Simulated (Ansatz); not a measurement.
# RuSi: the cost of one run

Computed with Ansatz 0.2.0, Gaussian basis. Level: def2-QZVPP, core rule «outside noble gas», up to 9 orbitals frozen.

To be run: UHF; ROHF; CCSD(T) on UHF.

2 further runs of the same task are left out: 2 set aside as unsound or not needed. Runs told in other sessions of the task aren't counted.

### Step 1. The geometry

The geometry is a PBE0/def2-TZVP stationary point (not a proven minimum) of the parent state, kept for this charge and spin. No spin-orbit coupling is included. Elements past krypton take def2 core potentials.

2 atoms, charge 1, spin multiplicity 2.

Atoms are counted from 1 here; the program's logs count them from 0.

Bond lengths: Ru1–Si2 2.032 Å.

### Step 2. UHF

The input, in.yaml:

```yaml
crystal:
  periodic: [false, false, false]
  atoms:
    - {symbol: Ru, position_ang: [0.000000, 0.000000, 0.000000]}
    - {symbol: Si, position_ang: [0.000000, 0.000000, 2.032000]}
basis:
  gaussian: {orbitals: "def2-QZVPP.json"}
total_charge: 1
magnetization: {spin_polarized: true, initial_magnetization: 1}
hamiltonian: {xc: hf}
output: {orbitals: {seedname: orbitals}}
```

Started as:

```
$ ansatz run in.yaml --threads 1 --pin off --events-out ev --progress --plain --max-ram 2816MiB --backend cpu
```

What time and memory should one allow on 1 thread of AMD EPYC 7R13, shared host?

About 60 s, with a peak of 0.4 GiB.
